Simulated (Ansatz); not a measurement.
Set up this calculation in Ansatz 0.2.0, as the native input.

```
Task                : single point
Functional          : PBE
Potentials or basis : Ansatz PAW
Cutoff              : 420 eV (not typed: the program's choice for these potentials)
k mesh              : 8 × 8 × 8
Occupations         : fermi-dirac, width 0.05 eV
Spin                : no spin polarisation
```

Crystal: GaGe.

```
CELL_PARAMETERS angstrom
0.00000 2.89784 2.89784
2.89784 0.00000 2.89784
2.89784 2.89784 0.00000
ATOMIC_POSITIONS crystal
Ge 0.00000 0.00000 0.00000
Ga 0.25000 0.25000 0.25000
```

The cell comes from a database or a generator and needn't be the stable form of this composition.

One way to write it, as run:

input.yaml

```yaml
crystal:
  lattice:
    - [0.0, 2.897844, 2.897844]
    - [2.897844, 0.0, 2.897844]
    - [2.897844, 2.897844, 0.0]
  atoms:
    - { symbol: Ge, position: [0.0, 0.0, 0.0] }
    - { symbol: Ga, position: [0.25, 0.25, 0.25] }
hamiltonian:
  xc: pbe
  pseudopotentials: { kind: paw }
kpoints:
  mp_grid: { grid: [8, 8, 8] }
scf:
  occupations: { method: fermi_dirac, width: 0.05 }
output:
  forces: true
  stress: true
  eigenvalues: true
  write_density: true
  write_potential: true
  elf: true
  volumetric_format: npy
```

Potentials or basis: Ansatz PAW.

Run with:

```console
$ ansatz run input.yaml --threads 2 --pin off --max-ram 5120MiB --backend cpu --events-out ev --progress --plain --runs-dir out
```

It gave:

| Property | Result |
| --- | --- |
| Pressure | 0.2 GPa |
| Band gap on the k mesh | none (metal or under the smearing width) |

Run time: 2.9 s on 2 threads of Arm Neoverse N1, with other jobs on the host, peak memory 0.33 GiB.
